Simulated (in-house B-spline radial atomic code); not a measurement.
# S⁶⁺: binding energies from hole states

Wanted: ΔSCF binding energies of S⁶⁺.

Program: in-house B-spline radial atomic code version 1. Level of theory: Dirac-Hartree-Fock, average of configuration, Fermi nucleus, basis-set limit. These are calculated values, not measurements, unless marked.

## 1. What is computed

```
element       : sulfur (Z = 16)
charge        : +6
electrons     : 10
configuration : [He] 2s2 2p6
Hamiltonian   : Dirac-Coulomb
nucleus       : Fermi, rms radius 3.261 fm
```

The outer shells:

[He] 2s2 2p6
```
[He] core
2s [↑↓]
2p [↑↓][↑↓][↑↓]
```

Settings, as recorded:

```ini
Z = 16
electrons = 10.0
configuration = [He] 2s2 2p6
hamiltonian = dirac
method = hf
spin_polarised = False
nucleus = fermi
rms_radius = 3.2611
mass_number = 32
atomic_mass = 31.97207117354
speed_of_light = 137.035999084
```

This reference run was done before. Its total energy is -388.669325 hartree, and its levels are (the highest eight at most):

```tsv
orbital	occupation	energy (eV)	<r> (bohr)
1s1/2	2	-2618.46	0.09670
2s1/2	2	-346.65	0.4709
2p1/2	2	-283.86	0.4338
2p3/2	4	-282.52	0.4358
```

## 2. The 1s hole

Settings, as recorded:

```ini
Z = 16
electrons = 9.0
configuration = 1s1 2s2 2p6
hamiltonian = dirac
method = hf
spin_polarised = False
nucleus = fermi
rms_radius = 3.2611
mass_number = 32
atomic_mass = 31.97207117354
speed_of_light = 137.035999084
```

## 3. The 2s hole

The settings differ from step 2 so:

```diff
@@ -2,3 +2,3 @@
 electrons = 9.0
-configuration = 1s1 2s2 2p6
+configuration = 1s2 2s1 2p6
 hamiltonian = dirac
```

## 4. The 2p1/2 hole

In configurations, a minus sign after the shell means j = l − 1/2 and a plus sign j = l + 1/2; the count of electrons follows.

The settings differ from step 3 so:

```diff
@@ -2,3 +2,3 @@
 electrons = 9.0
-configuration = 1s2 2s1 2p6
+configuration = 1s2 2s2 2p-1 2p+4
 hamiltonian = dirac
```

## 5. The 2p3/2 hole

The settings differ from step 4 so:

```diff
@@ -2,3 +2,3 @@
 electrons = 9.0
-configuration = 1s2 2s2 2p-1 2p+4
+configuration = 1s2 2s2 2p-2 2p+3
 hamiltonian = dirac
```

Q: What does each hole state cost in eV, and how does that compare with the orbital energies or single holes?

The runs gave:

| hole | ΔSCF (eV) | with Breit, QED, recoil (eV) | −ε of the parent (eV) | −ε less ΔSCF (eV) |
| --- | --- | --- | --- | --- |
| 1s | 2597.56 | 2595.27 | 2618.46 | 20.90 |
| 2s | 344.30 | 344.16 | 346.65 | 2.35 |
| 2p1/2 | 280.74 | 280.62 | 283.86 | 3.12 |
| 2p3/2 | 279.45 | 279.37 | 282.52 | 3.07 |

**Reading.** Every ΔSCF value lies below −ε, since the other electrons relax into the hole: by 20.9 eV for 1s and 3.07 eV for 2p3/2. The difference of the 1s and 2p3/2 holes gives a Kα1 line at 2315.9 eV for this charge state (with Breit, QED and recoil). The spin-orbit splitting of the 2p hole is 1.24 eV with those corrections. Values are for the free ion, measured from the vacuum level.
